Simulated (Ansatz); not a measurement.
# Sn2H: a trial structure relaxed

Where does this trial cell of Sn2H go when cell and atoms are let free, and does the end survive a random kick?

Program: Ansatz 0.2.0. Level of theory: DFT PBE, scalar-relativistic, plane waves, PAW. These are calculated values, not measurements.

### Step 1. Starting point

The structure is cubic, space group Fm-3m (No. 225). The conventional cell has a = 6.471 Å, b = 6.471 Å, c = 6.471 Å, α = 90.00°, β = 90.00°, γ = 90.00°. Around Sn (site symmetry -43m) lie 4 H at 2.80 Å. H (site symmetry m-3m) has 8 Sn at 2.80 Å as nearest neighbours.

As a file:

```
Sn H
1.0
     0.00000    3.23537    3.23537
     3.23537    0.00000    3.23537
     3.23537    3.23537    0.00000
Sn H
2 1
Direct
  0.75000 0.75000 0.75000
  0.25000 0.25000 0.25000
  0.00000 0.00000 0.00000
```

Recipe of the guess: species swapped into a database cell of K2S (Fm-3m, No. 225), with Sn on the K sites and H on the S sites. Its size is a rough estimate.

### Step 2. Probe: one point on a coarse mesh

The input, input.yaml:

```yaml
crystal:
  lattice:
    - [0.0, 3.23536842, 3.23536842]
    - [3.23536842, 0.0, 3.23536842]
    - [3.23536842, 3.23536842, 0.0]
  atoms:
    - { symbol: Sn, position: [0.75, 0.75, 0.75] }
    - { symbol: Sn, position: [0.25, 0.25, 0.25] }
    - { symbol: H, position: [0.0, 0.0, 0.0] }
basis:
  ecutwfc: 420
kpoints:
  mp_grid: { grid: [6, 6, 6] }
hamiltonian:
  xc: pbe
scf:
  occupations: { method: gaussian, width: 0.1 }
  lower_state_search: "off"
output:
  forces: true
  stress: true
  eigenvalues: true
```

The run is started by

```console
> ansatz run input.yaml --threads 1 --pin off --max-ram 2560MiB --backend cpu --events-out ev --progress --plain --runs-dir out
```

Further runs follow: relaxation on the finer mesh; relaxation repeated from the relaxed cell; reference for the kick test; kicked and relaxed without symmetry; the kicked end on a coarse mesh; coarse relaxation (after the kick); relaxation on the finer mesh (after the kick).

Q: Predict the outcome of this session. Wanted: conventional cell; volume; energy over the elements; gap on the mesh; after the kick; energy gained by the kick.

The runs gave:

| quantity | value |
| --- | --- |
| symmetry at the first end (tolerance 0.05 Å) | space group Fm-3m (No. 225) |
| conventional cell | a = 6.267 Å, b = 6.267 Å, c = 6.267 Å, α = 90.00°, β = 90.00°, γ = 90.00° |
| volume | 20.51 Å³/atom |
| energy over the elements (uncorrected; H, N, O, F and Cl as molecules), grey Sn | +0.49 eV/atom |
| gap on the mesh | none (metal) |
| after the kick | space group P1 (No. 1), 23.49 Å³/atom, gap on the mesh none (metal) |
| energy gained by the kick | 253 meV/atom |

The space group Fm-3m (No. 225) is kept, and the volume per atom shrinks by 9.1 % from the first guess. The formation energy is positive, so the separate elements lie lower. The first end is not the local ground state: the kicked cell settles 253 meV/atom lower.
